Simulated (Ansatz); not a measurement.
Working through a relaxation driven by ASE of Li, space group P6_3/mmc

Computed with the Ansatz DFT code, driven from Python.

Notebook, run cell by cell (the value of a cell's last expression is shown):

In [1]:
```python
import warnings

import ansatz
from ase import Atoms
from ase.calculators.calculator import Calculator, all_changes
from ase.filters import FrechetCellFilter
from ase.optimize import FIRE
from ase.units import GPa
import numpy as np
```

In [2]:
```python
params = {
    "functional": "lda",
    "kmesh": (4, 4, 2),
    "occupations": "cold",
    "width_ev": 0.2,
    "beta": 0.5,
    "scf_tol": 1e-05,
}
```

In [3]:
```python
class AnsatzEngine(Calculator):
    implemented_properties = ["energy", "free_energy", "forces", "stress"]

    def calculate(self, atoms=None, properties=("energy",), system_changes=all_changes):
        super().calculate(atoms, properties, system_changes)
        bare = self.atoms.copy()
        bare.set_constraint()
        bare.set_momenta(None)
        job = (
            ansatz.Crystal.from_ase(bare).calculation()
            .functional(params["functional"])
            .kpoints(*params["kmesh"])
            .occupations(params["occupations"], width=params["width_ev"])
            .mixing("broyden", beta=params["beta"])
            .eigensolver("davidson")
            .scf(tolerance=params["scf_tol"], lower_state_search="off")
            .forces()
            .stress()
        )
        report = job.run(threads=1, pin="off").report
        self.results["free_energy"] = report["lagrangian_ev"]
        self.results["energy"] = report.get("lagrangian_sigma0_ev", report["lagrangian_ev"])
        self.results["forces"] = np.array(report["forces_ev_ang"])
        s = -np.array(report["stress_gpa"]) * GPa  # ASE counts tension as positive
        self.results["stress"] = s[[0, 1, 2, 1, 0, 0], [0, 1, 2, 2, 2, 1]]

warnings.simplefilter("ignore")
atoms = Atoms(
    ["Li", "Li"],
    cell=[(3.111, 0.0, 0.0), (-1.5555, 2.69421, 0.0), (0.0, 0.0, 5.093)],
    scaled_positions=[
        (1 / 3, 2 / 3, 0.25),
        (2 / 3, 1 / 3, 0.75),
    ],
    pbc=True,
)
atoms.calc = AnsatzEngine()
before = atoms.get_potential_energy(), atoms.get_volume()
target = FrechetCellFilter(atoms)
optimiser = FIRE(target, logfile=None)
```

In [4]:
```python
def tell():
    fmax = np.linalg.norm(target.get_forces(), axis=1).max()
    print(f"step {optimiser.nsteps:2d}  E = {atoms.get_potential_energy():.5f} eV  fmax = {fmax:.4f}  V = {atoms.get_volume():.3f} A^3")
```

In [5]:
```python
optimiser.attach(tell)
met = optimiser.run(fmax=0.02, steps=12)
print("threshold met:", bool(met), " energy gained:", round(before[0] - atoms.get_potential_energy(), 5), "eV")
print("cell lengths and angles:", np.round(atoms.cell.cellpar(), 3))
np.round(atoms.get_scaled_positions(), 4)
```
```text
step  0  E = -403.25990 eV  fmax = 0.3582  V = 42.688 A^3
step  1  E = -403.26157 eV  fmax = 0.3490  V = 42.548 A^3
step  2  E = -403.26476 eV  fmax = 0.3308  V = 42.272 A^3
step  3  E = -403.26916 eV  fmax = 0.3038  V = 41.869 A^3
step  4  E = -403.27433 eV  fmax = 0.2687  V = 41.353 A^3
step  5  E = -403.27976 eV  fmax = 0.2259  V = 40.737 A^3
step  6  E = -403.28487 eV  fmax = 0.1769  V = 40.042 A^3
step  7  E = -403.28911 eV  fmax = 0.1230  V = 39.288 A^3
step  8  E = -403.29220 eV  fmax = 0.0602  V = 38.411 A^3
step  9  E = -403.29315 eV  fmax = 0.0100  V = 37.426 A^3
threshold met: True  energy gained: 0.03325 eV
cell lengths and angles: [  3.015   3.015   4.753  90.     90.    120.   ]
```
Out [5]:
```text
array([[0.3333, 0.6667, 0.25  ],
       [0.6667, 0.3333, 0.75  ]])
```

Notes:
- These settings explore the input space; cutoff and mesh may be short of convergence.
- For a metal this mesh is far too coarse, so the numbers only illustrate the procedure.
- This isn't the structure that Li takes at ambient conditions.
- The script silences warnings, which a real study should read.
- Run time: 2.8 s on 1 thread of AMD EPYC 7R43 64-Core Processor (Zen 3), with other jobs on the host, peak memory 0.38 GiB.
